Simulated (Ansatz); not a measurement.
**CH₈BGeN: a ladder of functionals and wavefunction methods**

How much do the methods differ for CH₈BGeN? The plan is to run it at one geometry with functionals of several rungs and with coupled cluster, and see how far each lands from CCSD(T) at the basis-set limit for the atomisation energy.

Method: functionals in def2-TZVPP, the program's frozen cores in correlated methods; program: Ansatz 0.2.0, Gaussian basis.

Levels to be run: LDA (SPW92), PBE-D4, revPBE-D4, BLYP-D4, r2SCAN-D4, B97M-V, PBE0-D4, B3LYP-D4, r2SCANh-D4, r2SCAN0-D4, HSE06-D4, BHLYP-D4, CAM-B3LYP-D4, LC-ωPBE, ωB97X-V, ωB97M-V, B2PLYP, PBE-QIDH; CCSD(T)/def2-SVP; CCSD(T)/def2-TZVPP; MP2/def2-QZVPP; extrapolation to the limit; RPA on PBE.

### 1 Structure used throughout

An earlier PBE0-D4 in a triple-zeta def2 set relaxation fixed the geometry.

SMILES `B[N](C)[GeH3]`, 12 atoms, charge 0, spin multiplicity 1.

Atoms are counted from 1 here; the program's logs count them from 0.

Bond lengths: B1–N2 1.389 Å, B1–H5 1.199 Å, B1–H6 1.201 Å, N2–C3 1.453 Å, N2–Ge4 1.861 Å, C3–H7 1.091 Å, C3–H8 1.095 Å, C3–H9 1.095 Å, Ge4–H10 1.540 Å, Ge4–H11 1.529 Å, Ge4–H12 1.540 Å. Angles: N2–B1–H5 119.5°, N2–B1–H6 119.2°, H5–B1–H6 121.3°, B1–N2–C3 122.7°, B1–N2–Ge4 122.0°, C3–N2–Ge4 115.4°, N2–C3–H7 109.7°, N2–C3–H8 111.4°, N2–C3–H9 111.4°, H7–C3–H8 108.3°, H7–C3–H9 108.3°, H8–C3–H9 107.6°, N2–Ge4–H10 108.0°, N2–Ge4–H11 108.3°, N2–Ge4–H12 108.0°, H10–Ge4–H11 111.8°, H10–Ge4–H12 108.9°, H11–Ge4–H12 111.8°.

### 2 LDA

This LDA is Slater exchange with PW92 correlation.

Input file in.yaml:

```yaml
crystal:
  periodic: [false, false, false]
  atoms:
    - {symbol: B, position_ang: [0.760181, 1.057548, 1.030519]}
    - {symbol: N, position_ang: [0.039857, 0.171664, 0.238788]}
    - {symbol: C, position_ang: [-1.309935, -0.254698, 0.566860]}
    - {symbol: Ge, position_ang: [0.746271, -0.550954, -1.323937]}
    - {symbol: H, position_ang: [1.870598, 1.370869, 0.705522]}
    - {symbol: H, position_ang: [0.255230, 1.493496, 2.028957]}
    - {symbol: H, position_ang: [-1.630769, 0.220621, 1.494782]}
    - {symbol: H, position_ang: [-1.364152, -1.340716, 0.699525]}
    - {symbol: H, position_ang: [-2.017927, 0.018982, -0.222974]}
    - {symbol: H, position_ang: [0.744768, -2.084234, -1.183285]}
    - {symbol: H, position_ang: [2.160283, -0.000245, -1.509584]}
    - {symbol: H, position_ang: [-0.177305, -0.157431, -2.491372]}
basis:
  gaussian: {orbitals: def2-TZVPP}
hamiltonian: {xc: lda}
output: {orbitals: {seedname: orbitals}}
```

Launch:

```sh
> ansatz run in.yaml --threads 2 --pin off --events-out ev --progress --plain --max-ram 31744MiB --backend cpu
```

After this run come: PBE-D4 (GGA); revPBE-D4 (GGA); BLYP-D4 (GGA); r2SCAN-D4 (meta-GGA); B97M-V (meta-GGA); PBE0-D4 (hybrid); B3LYP-D4 (hybrid); r2SCANh-D4 (hybrid); r2SCAN0-D4 (hybrid); HSE06-D4 (hybrid); BHLYP-D4 (hybrid); CAM-B3LYP-D4 (range-separated); LC-ωPBE (range-separated); ωB97X-V (range-separated); ωB97M-V (range-separated); B2PLYP (double hybrid); PBE-QIDH (double hybrid); CCSD(T) in def2-SVP; CCSD(T) in def2-TZVPP; MP2 in def2-QZVPP; RPA on PBE orbitals.

Q: Predict the results of all the runs planned. Wanted: atomisation energy, CCSD(T)/CBS; farthest beyond LDA; mean size of error, GGA; mean size of error, meta-GGA; mean size of error, hybrid; mean size of error, range-separated; mean size of error, double hybrid; gap, smallest and largest; T1 diagnostic.

The runs gave:

| quantity | value |
| --- | --- |
| atomisation energy, CCSD(T)/CBS | 42.151 eV |
| functionals within 0.422 eV (1.0 %) | PBE-D4, BLYP-D4, r2SCAN-D4, B97M-V, PBE0-D4, B3LYP-D4, r2SCANh-D4, r2SCAN0-D4, HSE06-D4, CAM-B3LYP-D4, LC-ωPBE, ωB97X-V, ωB97M-V, B2PLYP, PBE-QIDH |
| farthest beyond LDA | BHLYP-D4 (-0.693 eV) |
| mean size of error, GGA | 0.325 eV |
| mean size of error, meta-GGA | 0.131 eV |
| mean size of error, hybrid | 0.261 eV |
| mean size of error, range-separated | 0.217 eV |
| mean size of error, double hybrid | 0.315 eV |
| gap, smallest and largest | 5.61 eV (LDA (SPW92)), 12.79 eV (LC-ωPBE) |
| T1 diagnostic | 0.0126 |
| triples share of the correlation energy | 3.6 % |

What this shows: The LDA atomisation energy is off by 5.465 eV (13 %): it overbinds. PBE-D4 is off by +0.369 eV. Double hybrids carry the basis error of their MP2 part in triple zeta, and no dispersion term here, so their miss is partly the set-up's. The rungs meta-GGA, range-separated, hybrid, double hybrid, GGA miss on average by less than the doubt on the reference (0.422 eV), so they tie. Misses under about 0.422 eV are within the doubt on the reference itself, which lacks core-valence correlation, relativity and higher excitations, and its outer-core shells are covered unevenly. Hartree-Fock recovers 74 % of the binding; the rest is correlation. CCSD(T) in def2-SVP is off by -2.053 eV, which most functionals beat. The gap grows from 5.6 to 12.8 eV across the functionals, mostly with the share of exact exchange. Correlated methods include outer-core shells of Ge, which these sets cover unevenly.
